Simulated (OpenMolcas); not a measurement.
# Fe²⁺ among point charges: CASSCF levels and susceptibility

Aim: the splitting of the states of Fe²⁺ in the field of 6 point charges, its lowest levels with spin-orbit coupling and its magnetic susceptibility.

The numbers are computed with OpenMolcas 26.06 (state-averaged CASSCF, spin-orbit coupling by RASSI with atomic mean-field integrals), except any that are marked as measured or tabulated.

1 further run of the same task is left out (it didn't finish).

## Step 1: What is computed

- Species: Fe²⁺ (iron, Z = 26, 24 electrons)
- Basis: ANO-RCC-VDZP [5s4p2d1f], 34 functions
- Scalar Hamiltonian: DKH2, point nucleus
- Inactive shells: 1s 2s 2p 3s 3p
- Active space: 6 electrons in 5 orbitals (3d)
- Some configurations of this space: 3d6
- Orbitals: optimised for each spin and parity, averaged over all roots

The outer shells:

3d6
```
3d [↑↓][↑ ][↑ ][↑ ][↑ ]
```

The ion sits among 6 point charges of -2.2 e arranged as a trigonal prism (D3h), 1.89 Å from the ion, with a polar angle of 46.2° against the regular 49.1°. The active orbitals were held to one l.

The work runs as a chain of OpenMolcas steps in one folder; each step below is one input file. Labels, J, g values, rates, χT and fits are worked out afterwards by a script from the matrices that RASSI stores.

## Step 2: Basis and integrals

a.inp reads:

```
&GATEWAY
Coord
1

Fe 0.0 0.0 0.0
Basis=ANO-RCC-VDZP
Group=NoSym
NoMove
AngMom=0.0 0.0 0.0
AMFI
XField
6 Angstrom 0
1.363076 0.000000 1.309245 -2.200000
-0.681538 1.180459 1.309245 -2.200000
-0.681538 -1.180459 1.309245 -2.200000
1.363076 0.000000 -1.309245 -2.200000
-0.681538 1.180459 -1.309245 -2.200000
-0.681538 -1.180459 -1.309245 -2.200000
&SEWARD
```

## Step 3: Reference wave functions, quintets, 5 roots

a.inp reads:

```
&RASSCF
FileOrb=start.orb
Symmetry=1
Spin=5
nActEl=6 0 0
Inactive=9
Ras2=5
CIRoot=5 5 1
SDav=5
CIMx=300
Iter=120 100
PrWF=0.3
OrbListing=Nothing
MaxOrb=0
SupSym
1
10 10 11 12 13 14 23 24 25 26 27
>>> COPY $Project.JobIph JOB001
```

start.orb holds the contracted functions of the basis, ordered by shell, or the orbitals of the step before.

## Step 4: Reference wave functions, triplets, 45 roots

a.inp reads:

```
&RASSCF
FileOrb=start.orb
Symmetry=1
Spin=3
nActEl=6 0 0
Inactive=9
Ras2=5
CIRoot=45 45 1
SDav=45
CIMx=300
Iter=120 100
PrWF=0.3
OrbListing=Nothing
MaxOrb=0
SupSym
1
10 10 11 12 13 14 23 24 25 26 27
LevShft=1.5
>>> COPY $Project.JobIph JOB002
```

## Step 5: Reference wave functions, singlets, 50 roots

a.inp reads:

```
&RASSCF
FileOrb=start.orb
Symmetry=1
Spin=1
nActEl=6 0 0
Inactive=9
Ras2=5
CIRoot=50 50 1
SDav=50
CIMx=300
Iter=120 100
PrWF=0.3
OrbListing=Nothing
MaxOrb=0
SupSym
1
10 10 11 12 13 14 23 24 25 26 27
>>> COPY $Project.JobIph JOB003
```

## Step 6: State interaction with spin-orbit coupling

a.inp reads:

```
&RASSI
NrOfJobIphs=3 5 45 50
1 2 3 4 5
1 2 3 4 5 6 7 8 9 10 11 12 13 14 15 16 17 18 19 20 21 22 23 24 25 26 27
28 29 30 31 32 33 34 35 36 37 38 39 40 41 42 43 44 45
1 2 3 4 5 6 7 8 9 10 11 12 13 14 15 16 17 18 19 20 21 22 23 24 25 26 27
28 29 30 31 32 33 34 35 36 37 38 39 40 41 42 43 44 45 46 47 48 49 50
IphNames
JOB001
JOB002
JOB003
EJob
SpinOrbit
DIPRint=1.0
SOCoupling=1000.0
Subsets=2
Property=9
'ANGMOM' 1 'ANGMOM' 2 'ANGMOM' 3 'MLTPL  1' 1 'MLTPL  1' 2 'MLTPL  1' 3
'AMFI' 1 'AMFI' 2 'AMFI' 3
SOProperty=3
'ANGMOM' 1 'ANGMOM' 2 'ANGMOM' 3
```

**Question.** What will these runs give? Wanted: spin-free ground state; first state of the same spin within the active space; lowest level; next level.

**Answer**, as computed:

```
                                            quantity                            value
                                              method                           CASSCF
                              spin-free ground state   5E, 2-fold in its orbital part
first state of the same spin within the active space                5A1 at 10700 cm⁻¹
                                        lowest level  2-fold E, g = 0.00, 0.00, 12.01
                                          next level                       202.2 cm⁻¹
                                         χT at 300 K                   4.85 cm³ K/mol
                           effective moment at 300 K                          6.23 μB
```

What this shows: The spin-free ground state (5E) comes to 100 % from free-ion D terms and keeps the highest spin of the shell. χT at 300 K is 4.85, against 3.01 cm³ K/mol for the spin alone, so orbital moment adds to it. An active space of the d shell alone favours high spin; real ions in strong fields can be low spin. The field of point charges can differ much from that of real complexes. With metal d orbitals alone active, the gaps between spin states are rough; where two lie within a few thousand cm-1, their order is open. This is an electrostatic model: the charges have no orbitals.
